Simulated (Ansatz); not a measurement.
# Mo (bcc type): the cost of one run

Computed with Ansatz 0.2.0 (DFT PBE, with the methods named in each step, unless a step's input says otherwise).

### 1 The system as given

The structure is cubic, space group Im-3m (No. 229). Conventional cell: a = 3.163 Å, b = 3.163 Å, c = 3.163 Å, α = 90.00°, β = 90.00°, γ = 90.00°. Mo (site symmetry m-3m) has 8 Mo at 2.74 Å as nearest neighbours.

As a file:

```cif
data_structure
_symmetry_space_group_name_H-M 'Im-3m'
_symmetry_Int_Tables_number 229
_cell_length_a 3.1628
_cell_length_b 3.1628
_cell_length_c 3.1628
_cell_angle_alpha 90.000
_cell_angle_beta 90.000
_cell_angle_gamma 90.000
_cell_volume 31.64
loop_
_atom_site_label
_atom_site_type_symbol
_atom_site_symmetry_multiplicity
_atom_site_Wyckoff_symbol
_atom_site_fract_x
_atom_site_fract_y
_atom_site_fract_z
_atom_site_occupancy
Mo1 Mo 2 a 0.00000 0.00000 0.00000 1
```

The file gives the conventional cell by its symmetry; the runs use the cell typed in the input.

Whether this phase is the stable one at these pressures isn't tested.

### 2 Cell relaxed at zero pressure, PAW

input.yaml

```yaml
crystal:
  lattice:
    - [-1.5813925127, 1.5813925127, 1.5813925127]
    - [1.5813925127, -1.5813925127, 1.5813925127]
    - [1.5813925127, 1.5813925127, -1.5813925127]
  atoms:
    - { symbol: Mo, position: [0.0, 0.0, 0.0] }
kpoints:
  mp_grid: { grid: [17, 17, 17] }
scf:
  occupations: { method: fermi_dirac, width: 0.08 }
hamiltonian:
  xc: pbe
  pseudopotentials: { kind: paw }
output:
  forces: true
  stress: true
relax:
  f_tol: 0.005
  max_steps: 40
  cell: {}
```

On the command line:

```bash
$ ansatz run input.yaml --threads 1 --pin off --max-ram 2048MiB --backend cpu --events-out ev --progress --plain --runs-dir out
```

What time and memory should one allow on 1 thread of Arm Neoverse V2, shared host?

About 5 s, with a peak of 0.29 GiB.
